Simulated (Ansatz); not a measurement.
A nudged elastic band was laid between two geometries of a periodic cell of 63 atoms, GaSi$_{62}$ (host Si, host structure diamond, dopant Ga, one Si atom removed), cell charge +2.

Method: DFT LDA, scalar-relativistic, plane waves, PAW (Ansatz 0.2.0). Settings: PAW set soft_1, cutoff 420 eV, k mesh 1x1x1, gaussian smearing 0.02 eV, spin collinear.

| Quantity | Value |
| --- | --- |
| movable images | 5 |
| climbing image | yes |
| spring | 5.0 eV/Å² |
| optimiser | quadratic models (default) |
| start path | straight line |
| force threshold | 0.05 eV/Å |
| iteration limit | 38 |
| end points | relaxed |

Initial state:

```xyz
63
Lattice="10.8600 0.0000 0.0000 0.0000 10.8600 0.0000 0.0000 0.0000 10.8600" Properties=species:S:1:pos:R:3
Si 5.413 -0.015 -0.080
Ga 6.679 1.250 1.471
Si 9.510 4.085 1.368
Si 8.229 -0.015 2.735
Si 9.520 1.358 4.097
Si -0.004 0.019 0.010
Si 1.361 1.356 1.365
Si 2.720 2.726 -0.004
Si 4.054 4.094 1.361
Si 5.452 5.424 0.011
Si 6.783 6.796 1.366
Si 8.153 8.156 -0.004
Si 9.523 9.485 1.362
Si 2.734 0.013 2.709
Si 4.081 1.373 4.068
Si 5.414 2.800 2.737
Si 6.786 4.096 4.095
Si 8.139 5.430 2.704
Si 9.522 6.789 4.070
Si 5.441 0.013 5.413
Si 6.782 1.356 6.786
Si 8.153 2.726 5.428
Si 9.499 4.075 6.790
Si 8.139 0.018 8.151
Si 9.509 1.355 9.497
Si -0.016 5.419 -0.009
Si 1.351 6.781 1.362
Si 2.713 8.142 0.002
Si 4.080 9.515 1.349
Si -0.006 2.708 2.703
Si 1.355 4.092 4.069
Si 2.715 5.452 2.711
Si 4.076 6.802 4.070
Si 5.438 8.167 2.708
Si 6.799 9.513 4.066
Si 0.023 0.010 5.435
Si 1.350 1.359 6.799
Si 2.713 2.720 5.440
Si 4.083 4.093 6.797
Si 5.437 5.454 5.434
Si 6.786 6.783 6.797
Si 8.147 8.144 5.438
Si 9.523 9.511 6.793
Si 2.716 0.010 8.128
Si 4.052 1.360 9.488
Si 5.450 2.709 8.157
Si 6.797 4.068 9.511
Si 8.152 5.416 8.164
Si 9.496 6.791 9.507
Si 0.024 8.146 2.711
Si 1.371 9.511 4.070
Si 0.005 5.437 5.430
Si 1.361 6.792 6.790
Si 2.722 8.154 5.427
Si 4.079 9.511 6.779
Si -0.015 2.729 8.163
Si 1.357 4.074 9.508
Si 2.722 5.436 8.147
Si 4.083 6.785 9.489
Si 5.438 8.146 8.127
Si 6.785 9.487 9.485
Si 0.003 8.150 8.145
Si 1.356 9.511 9.486
```

Final state:

Only the atoms that move by more than 0.05 Å are listed.
```
Si1 5.429 -0.001 -0.001
Ga2 8.263 2.833 -0.118
Si3 9.523 4.093 1.438
Si4 8.146 -0.001 2.716
Si16 5.429 2.716 2.716
Si17 6.797 4.055 4.064
Si25 9.523 1.277 9.482
Si47 6.707 4.093 9.482
```

Task: Which bonds break or form, and what moves?

Result: The atom that moves furthest is Ga2, by 2.75 Å; four of its nearest neighbours are Si4 2.37, Si1 2.37, Si16 2.37, Si35 3.67 Å at the first end and Si3 2.37, Si25 2.37, Si47 2.37, Si48 3.67 Å at the last.

Task: What energy profile does the band end with?

Result: The forces met the threshold. The highest image is number 3 of 0 to 6, 0.31 eV above the ends, which have the same energy within 2 meV. By the program's own check the climbing image is a first-order saddle point (lowest curvatures found: -0.72 and 1.28 eV/Å²). Limits of this set-up: coarse k mesh, PAW files made for another functional, a typed lattice constant that wasn't relaxed here, charged cell in a uniform background, uncorrected.

| image | path coordinate (Å) | energy (eV) | Si1–Ga2 (Å) | Ga2–Si4 (Å) | Ga2–Si16 (Å) |
| --- | --- | --- | --- | --- | --- |
| 0 | 0.00 | 0.00 | 2.37 | 2.37 | 2.37 |
| 1 | 0.50 | 0.09 | 2.42 | 2.43 | 2.42 |
| 2 | 0.99 | 0.23 | 2.55 | 2.55 | 2.55 |
| 3 | 1.49 | 0.31 | 2.81 | 2.81 | 2.81 |
| 4 | 1.99 | 0.23 | 3.20 | 3.20 | 3.20 |
| 5 | 2.49 | 0.08 | 3.61 | 3.61 | 3.61 |
| 6 | 2.98 | 0.00 | 4.01 | 4.01 | 4.01 |

Task: What is the geometry of the highest image?

Result: 
```xyz
63
Lattice="10.8600 0.0000 0.0000 0.0000 10.8600 0.0000 0.0000 0.0000 10.8600" Properties=species:S:1:pos:R:3
Si 5.548 0.119 -0.038
Ga 7.468 2.038 0.680
Si 9.387 3.958 1.397
Si 8.186 0.119 2.599
Si 9.513 1.358 4.080
Si 0.008 -0.007 0.000
Si 1.357 1.351 1.367
Si 2.718 2.726 -0.008
Si 4.068 4.084 1.360
Si 5.422 5.439 0.000
Si 6.780 6.788 1.367
Si 8.155 8.149 -0.008
Si 9.513 9.499 1.360
Si 2.757 0.021 2.697
Si 4.153 1.393 3.994
Si 5.548 2.757 2.599
Si 6.788 4.084 4.080
Si 8.148 5.439 2.725
Si 9.520 6.788 4.088
Si 5.451 0.021 5.390
Si 6.780 1.351 6.790
Si 8.155 2.726 5.429
Si 9.485 4.056 6.829
Si 8.148 -0.007 8.140
Si 9.387 1.321 9.620
Si -0.078 5.353 0.034
Si 1.343 6.774 1.356
Si 2.733 8.163 0.003
Si 4.153 9.584 1.325
Si 0.008 2.719 2.725
Si 1.357 4.091 4.088
Si 2.718 5.447 2.732
Si 4.085 6.817 4.062
Si 5.451 8.188 2.697
Si 6.822 9.584 3.994
Si 0.016 -0.014 5.429
Si 1.343 1.362 6.804
Si 2.733 2.715 5.415
Si 4.060 4.091 6.790
Si 5.415 5.447 5.429
Si 6.791 6.774 6.804
Si 8.144 8.163 5.415
Si 9.520 9.490 6.790
Si 2.718 -0.014 8.131
Si 4.068 1.358 9.494
Si 5.422 2.719 8.140
Si 6.750 3.958 9.620
Si 8.113 5.353 8.225
Si 9.485 6.749 9.522
Si 0.016 8.149 2.732
Si 1.386 9.516 4.062
Si -0.010 5.421 5.458
Si 1.355 6.786 6.792
Si 2.720 8.151 5.427
Si 4.085 9.516 6.761
Si -0.078 2.684 8.225
Si 1.319 4.056 9.522
Si 2.689 5.421 8.157
Si 4.060 6.788 9.487
Si 5.415 8.149 8.131
Si 6.788 9.499 9.494
Si -0.010 8.120 8.157
Si 1.357 9.490 9.487
```

Run time: 3.3 min on 4 threads of Intel(R) Xeon(R) Platinum 8488C (Sapphire Rapids), with other jobs on the host, peak memory 4.4 GiB.
